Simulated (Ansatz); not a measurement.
# GeH4: the cost of one run

Method: RKS B3LYP-D4/def2-SVP, in Ansatz 0.2.0.

**1. The starting structure**

Bond lengths: Ge1–H2 1.550 Å, Ge1–H3 1.550 Å, Ge1–H4 1.549 Å, Ge1–H5 1.549 Å. Angles: H2–Ge1–H3 109.5°, H2–Ge1–H4 109.5°, H2–Ge1–H5 109.5°, H3–Ge1–H4 109.5°, H3–Ge1–H5 109.5°, H4–Ge1–H5 109.5°.

Structure file:

```xyz
5

Ge    0.0000    0.0000    0.0000
H     0.0000    0.0000    1.5500
H     1.4616    0.0000   -0.5162
H    -0.7300    1.2648   -0.5162
H    -0.7300   -1.2648   -0.5162
```

**2. Preparing the start**

Contents of input.yaml:

```yaml
crystal:
  periodic: [false, false, false]
  atoms:
    - { symbol: Ge, position_ang: [0.0, 0.0, 0.0] }
    - { symbol: H, position_ang: [0.0, 0.0, 1.55] }
    - { symbol: H, position_ang: [1.4616, 0.0, -0.5162] }
    - { symbol: H, position_ang: [-0.73, 1.2648, -0.5162] }
    - { symbol: H, position_ang: [-0.73, -1.2648, -0.5162] }
basis:
  gaussian: { orbitals: def2-SVP }
hamiltonian:
  xc: b3lyp
  dispersion: d4
relax:
  f_tol: 0.02
  max_steps: 40
output:
  orbitals: {}
```

The run is started by

```console
$ ansatz run input.yaml --threads 1 --pin off --max-ram 2048MiB --backend cpu --events-out ev --progress --plain --runs-dir out
```

**Question.** How long does this run take on 1 thread of Arm Neoverse V1, shared host, and how much memory does it need?

About 3.1 s, with a peak of 0.098 GiB.
